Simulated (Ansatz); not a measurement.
What does this script print? It uses the Ansatz DFT code, driven from Python.

`basis_kte.py`:
```python
"""Basis-set convergence for KTe."""

import ansatz as az


def main() -> None:
    geometry_ang = [
        ("K", (0.0, 0.0, 0.0)),
        ("Te", (0.0, 0.0, 3.265)),
    ]
    molecule = az.Crystal.molecule()
    for symbol, xyz in geometry_ang:
        molecule = molecule.atom(symbol, xyz)

    setup = molecule.calculation()
    setup = setup.functional("hf").spin("collinear", total=1)

    energies = {}
    for basis in ["def2-SVP", "def2-SVPD", "def2-TZVP", "def2-TZVPP"]:
        summary = setup.basis(gaussian=basis).run(threads=1).report
        size = summary["n_frozen"] + summary["n_occupied"][0] + summary["n_virtual"][0]
        energies[basis] = (summary["reference_energy_ev"] / 27.211386246, summary["free_energy_ev"] / 27.211386246)
        print(f"{basis:14s} {size:4d} orbitals  reference {energies[basis][0]:14.6f} Ha  total {energies[basis][1]:14.6f} Ha")

    last = energies["def2-TZVPP"][1]
    for basis, (_, total) in energies.items():
        print(f"{basis:14s} lies {27.211386 * (total - last):9.4f} eV above def2-TZVPP")


if __name__ == "__main__":
    main()
```

```console
$ python basis_kte.py
def2-SVP         50 orbitals  reference    -866.123667 Ha  total    -866.123667 Ha
def2-SVPD        62 orbitals  reference    -866.127762 Ha  total    -866.127762 Ha
def2-TZVP        83 orbitals  reference    -866.209879 Ha  total    -866.209879 Ha
def2-TZVPP       83 orbitals  reference    -866.209879 Ha  total    -866.209879 Ha
def2-SVP       lies    2.3460 eV above def2-TZVPP
def2-SVPD      lies    2.2345 eV above def2-TZVPP
def2-TZVP      lies    0.0000 eV above def2-TZVPP
def2-TZVPP     lies    0.0000 eV above def2-TZVPP
```

Against def2-SVP: def2-SVPD -4.1 mHa, def2-TZVP -86.2 mHa and def2-TZVPP -86.2 mHa. The last step alone is +0.00 mHa (these two sets differ little on atoms other than hydrogen). From the first set to the last the time grows from 2.1 to 6.2 s.

Reading the output:
- The drop along the ladder measures the basis error, and is no property of the molecule.
- The geometry is a force-field or estimated start, not a minimum of this method, and the last set is no limit. Much of the fall in a total is atomic energy, which cancels in bond and reaction energies.
- def2 sets replace the cores of elements past krypton by effective core potentials.
- The species is open-shell (spin multiplicity 2).
- The spin state was assumed, and another may lie lower.
- The whole script took 17 s on 1 thread of Arm Neoverse V1, on a shared host, peak memory 0.24 GiB.
